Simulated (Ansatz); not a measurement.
# CH8B2Si: the cost of one run

All numbers below are computed with Ansatz 0.2.0 (UKS r2SCAN-D4/6-31G*).

**1. The system as given**

Bond lengths: B1–B2 1.606 Å, B2–C3 1.576 Å, C3–Si4 1.951 Å, B1–H5 1.238 Å, B1–H6 1.166 Å, B2–H7 1.197 Å, C3–H8 1.047 Å, C3–H9 1.172 Å, Si4–H10 1.418 Å, Si4–H11 1.463 Å, Si4–H12 1.463 Å. Angles (14 of 18 angles, heavy atoms first): B1–B2–C3 118.2°, B2–C3–Si4 110.2°, B1–B2–H7 120.9°, C3–B2–H7 120.9°, B2–B1–H5 119.1°, B2–B1–H6 125.1°, B2–C3–H8 112.2°, B2–C3–H9 108.3°, Si4–C3–H8 109.1°, Si4–C3–H9 106.3°, C3–Si4–H10 109.1°, C3–Si4–H11 106.1°, C3–Si4–H12 105.5°, H5–B1–H6 115.7°.

Structure file:

```xyz
12

B    -1.7867    1.4194    0.7109
B    -0.4992    0.8388   -0.0541
C    -0.0232   -0.6229    0.2913
Si    1.6052   -1.0523   -0.6932
H    -2.2069    2.5451    0.4146
H    -2.4165    0.8372    1.5004
H     0.0957    1.5072   -0.8492
H    -0.7542   -1.3399    0.0728
H     0.2614   -0.6589    1.4277
H     2.6095   -0.1054   -0.3663
H     1.9601   -2.4202   -0.3136
H     1.2319   -1.0032   -2.1074
```

**2. Relaxing end A**

Contents of input.yaml:

```yaml
crystal:
  periodic: [false, false, false]
  atoms:
    - { symbol: B, position_ang: [-1.7867, 1.4194, 0.7109] }
    - { symbol: B, position_ang: [-0.4992, 0.8388, -0.0541] }
    - { symbol: C, position_ang: [-0.0232, -0.6229, 0.2913] }
    - { symbol: Si, position_ang: [1.6052, -1.0523, -0.6932] }
    - { symbol: H, position_ang: [-2.2069, 2.5451, 0.4146] }
    - { symbol: H, position_ang: [-2.4165, 0.8372, 1.5004] }
    - { symbol: H, position_ang: [0.0957, 1.5072, -0.8492] }
    - { symbol: H, position_ang: [-0.7542, -1.3399, 0.0728] }
    - { symbol: H, position_ang: [0.2614, -0.6589, 1.4277] }
    - { symbol: H, position_ang: [2.6095, -0.1054, -0.3663] }
    - { symbol: H, position_ang: [1.9601, -2.4202, -0.3136] }
    - { symbol: H, position_ang: [1.2319, -1.0032, -2.1074] }
magnetization:
  spin_polarized: true
basis:
  gaussian: { orbitals: "6-31G*" }
hamiltonian:
  xc: r2scan
  dispersion: d4
relax:
  f_tol: 0.02
  max_steps: 50
```

Started as:

```bash
$ ansatz run input.yaml --threads 2 --pin off --max-ram 3072MiB --backend cpu --events-out ev --progress --plain --runs-dir out
```

What time and memory should one allow on 2 threads of Intel Xeon Platinum 8488C (Sapphire Rapids), shared host?

About 62 s, with a peak of 0.22 GiB.
